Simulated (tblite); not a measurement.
# C5H15NSi2: the cost of one run

The runs use tblite 0.8.0 and PySCF 2.14.0, with density-fitted response routines of our own; the level of theory stands in each step. All values are computed, except where a source is named. Atoms are numbered from 0 throughout.

## 1. The starting structure

23 atoms, charge 0, multiplicity 1; geometry from: force field or distance geometry start.

Bonds of the start (Å): C0–N1 1.45, N1–Si2 1.72, Si2–C3 1.90, C3–C4 1.55, C4–C5 1.54, C5–C6 1.53, C5–Si7 1.95, Si7–Si2 2.34, C0–H8 1.10, C0–H9 1.10, C0–H10 1.09, N1–H11 1.01, Si2–H12 1.49, C3–H13 1.09, C3–H14 1.09, C4–H15 1.10, C4–H16 1.10, C5–H17 1.10, C6–H18 1.09, C6–H19 1.09, C6–H20 1.10, Si7–H21 1.49, Si7–H22 1.50.

## 2. Relaxing the molecule with GFN2-xTB

Job settings and geometry (Å):

```
{"job": {"kind": "relax", "xc": "GFN2-xTB", "basis": "xTB"}, "charge": 0, "multiplicity": 1}
C     -3.460800    -0.141300     0.431000
N     -2.395600     0.302100    -0.453600
Si    -1.005300     1.164600     0.068100
C      0.283400     1.258800    -1.331100
C      1.270200     0.069500    -1.208900
C      1.865500    -0.020900     0.210000
C      2.786300    -1.234200     0.344100
Si     0.425300     0.004200     1.519000
H     -3.993700     0.710700     0.872500
H     -4.198200    -0.725200    -0.138800
H     -3.102700    -0.782100     1.237200
H     -2.806900     0.769900    -1.243400
H     -1.433900     2.515800     0.534700
H      0.836900     2.195300    -1.232600
H     -0.208500     1.257900    -2.300300
H      0.755300    -0.864800    -1.461600
H      2.076800     0.206800    -1.946900
H      2.458700     0.880200     0.404600
H      3.600600    -1.184900    -0.375600
H      2.245400    -2.171400     0.186400
H      3.230200    -1.280000     1.350900
H     -0.054700    -1.380500     1.803500
H      0.821000     0.773300     2.740800
```

Started as:

```console
$ OMP_NUM_THREADS=1 python probes_run.py task.json out
```

This one command runs all jobs of the session in turn.

**Question.** How long does this first job take on 1 thread of Arm Neoverse N1, shared host, and how much memory does it need?

About 1.5 s, with a peak of 0.18 GiB.
